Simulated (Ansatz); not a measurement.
# CH5BN2O: a ladder of functionals and wavefunction methods

How much do the methods differ for CH5BN2O? The plan is to run it at one geometry with functionals of several rungs and with coupled cluster. The yardstick is the atomisation energy at the CCSD(T) limit.

Program: Ansatz 0.2.0, Gaussian basis. Level of theory: functionals in def2-TZVPP, the program's frozen cores in correlated methods. These are calculated values, not measurements.

The runs, in order: LDA (SPW92), PBE-D4, revPBE-D4, BLYP-D4, r2SCAN-D4, B97M-V, PBE0-D4, B3LYP-D4, r2SCANh-D4, r2SCAN0-D4, HSE06-D4, BHLYP-D4, CAM-B3LYP-D4, LC-ωPBE, ωB97X-V, ωB97M-V, B2PLYP, PBE-QIDH; CCSD(T)/def2-SVP; CCSD(T)/def2-TZVPP; MP2/def2-QZVPP; extrapolation to the limit; RPA on PBE.

## (1) Structure used throughout

An earlier PBE0-D4 in a triple-zeta def2 set relaxation fixed the geometry.

10 atoms, charge 0, spin multiplicity 1.

Atoms are counted from 1 here; the program's logs count them from 0.

Bond lengths: N1–B2 1.398 Å, N1–H6 1.004 Å, N1–H7 1.003 Å, B2–N3 1.440 Å, B2–O5 1.401 Å, N3–C4 1.455 Å, N3–H8 1.004 Å, C4–O5 1.434 Å, C4–H9 1.095 Å, C4–H10 1.096 Å. Angles: B2–N1–H6 121.9°, B2–N1–H7 123.2°, H6–N1–H7 114.7°, N1–B2–N3 136.2°, N1–B2–O5 128.4°, N3–B2–O5 95.3°, B2–N3–C4 84.3°, B2–N3–H8 131.1°, C4–N3–H8 122.1°, N3–C4–O5 93.3°, N3–C4–H9 114.6°, N3–C4–H10 115.1°, O5–C4–H9 111.0°, O5–C4–H10 111.3°, H9–C4–H10 110.4°, B2–O5–C4 86.6°.

## (2) LDA

This LDA is Slater exchange with PW92 correlation.

Input file in.yaml:

```yaml
crystal:
  periodic: [false, false, false]
  atoms:
    - {symbol: N, position_ang: [-1.649202, 0.413288, -0.796343]}
    - {symbol: B, position_ang: [-0.422009, 0.200796, -0.161664]}
    - {symbol: N, position_ang: [0.209643, -0.884679, 0.543690]}
    - {symbol: C, position_ang: [1.363662, 0.001378, 0.579574]}
    - {symbol: O, position_ang: [0.647303, 1.093069, -0.012677]}
    - {symbol: H, position_ang: [-1.887199, 1.297270, -1.207795]}
    - {symbol: H, position_ang: [-2.389387, -0.262884, -0.799308]}
    - {symbol: H, position_ang: [0.292445, -1.859642, 0.318019]}
    - {symbol: H, position_ang: [1.709874, 0.258580, 1.586244]}
    - {symbol: H, position_ang: [2.207970, -0.308376, -0.046740]}
basis:
  gaussian: {orbitals: def2-TZVPP}
hamiltonian: {xc: lda}
output: {orbitals: {seedname: orbitals}}
```

Launch:

```sh
> ansatz run in.yaml --threads 2 --pin off --events-out ev --progress --plain --max-ram 4352MiB
```

After this run come: PBE-D4 (GGA); revPBE-D4 (GGA); BLYP-D4 (GGA); r2SCAN-D4 (meta-GGA); B97M-V (meta-GGA); B3LYP-D4 (hybrid); r2SCANh-D4 (hybrid); r2SCAN0-D4 (hybrid); HSE06-D4 (hybrid); BHLYP-D4 (hybrid); CAM-B3LYP-D4 (range-separated); LC-ωPBE (range-separated); ωB97X-V (range-separated); ωB97M-V (range-separated); B2PLYP (double hybrid); PBE-QIDH (double hybrid); CCSD(T) in def2-SVP; CCSD(T) in def2-TZVPP; MP2 in def2-QZVPP; RPA on PBE orbitals.

**Question.** What will the summary of the whole plan be? Wanted: atomisation energy, CCSD(T)/CBS; farthest beyond LDA; mean size of error, GGA; mean size of error, meta-GGA; mean size of error, hybrid; mean size of error, range-separated; mean size of error, double hybrid; gap, smallest and largest; T1 diagnostic.

**Answer**, as computed:

| quantity | value |
| --- | --- |
| atomisation energy, CCSD(T)/CBS | 4073.1 kJ/mol |
| functionals within 20.4 kJ/mol (0.5 %) | r2SCAN-D4, B97M-V, r2SCANh-D4, B2PLYP, PBE-QIDH |
| farthest beyond LDA | PBE-D4 (+152.4 kJ/mol) |
| mean size of error, GGA | 74.7 kJ/mol |
| mean size of error, meta-GGA | 16.9 kJ/mol |
| mean size of error, hybrid | 55.4 kJ/mol |
| mean size of error, range-separated | 42.3 kJ/mol |
| mean size of error, double hybrid | 15.8 kJ/mol |
| gap, smallest and largest | 5.54 eV (BLYP-D4), 12.67 eV (LC-ωPBE) |
| T1 diagnostic | 0.0118 |
| triples share of the correlation energy | 3.9 % |

**Reading.** The LDA atomisation energy is off by 702.0 kJ/mol (17 %): it overbinds. PBE-D4 misses by +152.4 kJ/mol. Double hybrids carry the basis error of their MP2 part in triple zeta, and no dispersion term here, so their miss is partly the set-up's. The rungs double hybrid, meta-GGA miss on average by less than the doubt on the reference (20.4 kJ/mol), so they tie. Misses under about 20.4 kJ/mol are within the doubt on the reference itself, which lacks core-valence correlation, relativity and higher excitations. Hartree-Fock recovers 69 % of the binding; the rest is correlation. CCSD(T) in def2-SVP is off by -235.6 kJ/mol, which most functionals beat. Orbital gaps span 5.5 to 12.7 eV; exact exchange widens them.
